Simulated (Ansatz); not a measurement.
**Molecular dynamics of Rb2Ta2Cu3Se8**

input.yaml

```yaml
accuracy: low
crystal:
  lattice:
    - [7.900512, 0.0, 0.0]
    - [0.0, 9.815613, 2.918118]
    - [0.0, -9.815613, 2.918118]
  atoms:
    - { symbol: Rb, position: [0.28989804, 0.47932691, 0.8623527] }
    - { symbol: Rb, position: [0.70829083, 0.88957288, 0.55141366] }
    - { symbol: Ta, position: [0.24340376, 0.57443025, 0.38011938] }
    - { symbol: Ta, position: [0.753137, 0.30547245, 0.54457234] }
    - { symbol: Cu, position: [-0.01616208, 0.44413826, 0.45771708] }
    - { symbol: Cu, position: [0.47150524, 0.3801674, 0.4200074] }
    - { symbol: Cu, position: [0.73341459, 0.83585805, 0.05582366] }
    - { symbol: Se, position: [0.27894327, 0.91202838, 0.52159338] }
    - { symbol: Se, position: [0.78028841, 0.50873237, 0.91895091] }
    - { symbol: Se, position: [0.97231685, 0.35894535, 0.16395261] }
    - { symbol: Se, position: [0.43381339, 0.25847608, 0.07875058] }
    - { symbol: Se, position: [0.0043554, 0.08962509, 0.30702141] }
    - { symbol: Se, position: [0.49370504, 0.05542733, 0.3195187] }
    - { symbol: Se, position: [0.24360059, 0.66545091, 0.68608562] }
    - { symbol: Se, position: [0.70857182, 0.63989787, 0.67167173] }
basis:
  ecutwfc: 420.0
kpoints:
  mp_grid: { grid: [2, 2, 2] }
hamiltonian:
  xc: pbesol
scf:
  occupations: { method: fermi_dirac, width: 0.05 }
  lower_state_search: "off"
md:
  timestep: 3
  n_steps: 300
  ensemble: nvt_langevin
  temperature: 650.0
  initial_velocities: maxwell_boltzmann
  seed: 40388
  friction: 0.05
```

Command:

```bash
$ ansatz run input.yaml --threads 4 --pin off --max-ram 10240MiB --backend cpu --events-out ev --progress --plain --runs-dir out
```

It goes on from the last frame of an earlier run, with new velocities.

Output, in part (step lines):

```
md step     0: t =     0.00 fs  T =   606.7 K  F+E_penalty+E_count = -89216.25441154 eV  E_kin = 1.176266 eV  (14 SCF iters)
md step     1: t =     3.00 fs  T =   620.7 K  F+E_penalty+E_count = -89216.26285294 eV  E_kin = 1.203539 eV  (12 SCF iters)
md step     2: t =     6.00 fs  T =   787.5 K  F+E_penalty+E_count = -89216.26289676 eV  E_kin = 1.526813 eV  (12 SCF iters)
md step     3: t =     9.00 fs  T =   610.9 K  F+E_penalty+E_count = -89216.24317514 eV  E_kin = 1.184450 eV  (12 SCF iters)
md step     4: t =    12.00 fs  T =   681.3 K  F+E_penalty+E_count = -89216.20944085 eV  E_kin = 1.321000 eV  (12 SCF iters)
md step     5: t =    15.00 fs  T =   729.2 K  F+E_penalty+E_count = -89216.16843574 eV  E_kin = 1.413918 eV  (9 SCF iters)
md step     6: t =    18.00 fs  T =   608.1 K  F+E_penalty+E_count = -89216.12833344 eV  E_kin = 1.179088 eV  (10 SCF iters)
md step     7: t =    21.00 fs  T =   492.7 K  F+E_penalty+E_count = -89216.09366478 eV  E_kin = 0.955327 eV  (11 SCF iters)
[... lines left out ...]
md step   299: t =   897.00 fs  T =   415.8 K  F+E_penalty+E_count = -89215.68631774 eV  E_kin = 0.806267 eV  (11 SCF iters)
md step   300: t =   900.00 fs  T =   514.5 K  F+E_penalty+E_count = -89215.73471348 eV  E_kin = 0.997646 eV  (12 SCF iters)
```

The steps, from the saved trajectory:

| time (fs) | T (K) | potential energy less start (eV) |
| --- | --- | --- |
| 0.0 | 607 | 0.000 |
| 30.0 | 653 | 0.233 |
| 60.0 | 762 | -0.001 |
| 90.0 | 556 | -0.042 |
| 120.0 | 776 | 0.033 |
| 150.0 | 605 | 0.457 |
| 180.0 | 759 | 0.176 |
| 210.0 | 676 | 0.437 |
| 240.0 | 728 | 0.105 |
| 270.0 | 767 | 0.216 |
| 300.0 | 580 | 0.238 |
| 330.0 | 578 | 0.556 |
| 360.0 | 649 | 0.558 |
| 390.0 | 539 | 0.762 |
| 420.0 | 914 | 0.943 |
| 450.0 | 598 | 0.930 |
| 480.0 | 627 | 0.766 |
| 510.0 | 654 | 0.393 |
| 540.0 | 918 | 0.073 |
| 570.0 | 550 | 0.536 |
| 600.0 | 762 | 0.770 |
| 630.0 | 598 | 0.937 |
| 660.0 | 417 | 1.027 |
| 690.0 | 740 | 1.015 |
| 720.0 | 703 | 0.890 |
| 750.0 | 737 | 0.796 |
| 780.0 | 1121 | 0.832 |
| 810.0 | 419 | 1.123 |
| 840.0 | 562 | 0.796 |
| 870.0 | 481 | 0.670 |
| 900.0 | 515 | 0.520 |

All steps were run. A run of 0.9 ps of so small a system gives no equilibrium averages. Limits of this set-up: coarse k mesh, odd electron count without spin, low accuracy level.

Mean squared displacements from the first frame to the last, about the centre of mass: Rb 0.10 Å², Ta 0.01 Å², Cu 0.09 Å², Se 0.16 Å².

Last frame:

```xyz
15
Lattice="7.9005 0.0000 0.0000 0.0000 9.8156 2.9181 0.0000 -9.8156 2.9181" Properties=species:S:1:pos:R:3
Rb 2.198 -3.378 4.013
Rb 5.540 3.321 3.966
Ta 2.008 1.859 2.691
Ta 5.892 -2.242 2.289
Cu 0.169 -0.290 2.617
Cu 3.549 -0.442 2.379
Cu 5.598 7.733 2.302
Se 2.414 3.751 3.978
Se 5.989 -4.213 3.593
Se 7.797 1.979 1.613
Se 3.828 1.501 1.150
Se -0.157 -2.106 0.768
Se 3.893 -2.261 0.922
Se 2.086 -0.130 4.355
Se 5.828 -0.237 3.586
```

The run took 45 min on 4 threads of Arm Neoverse V1 (shared host), peak memory 2.1 GiB.
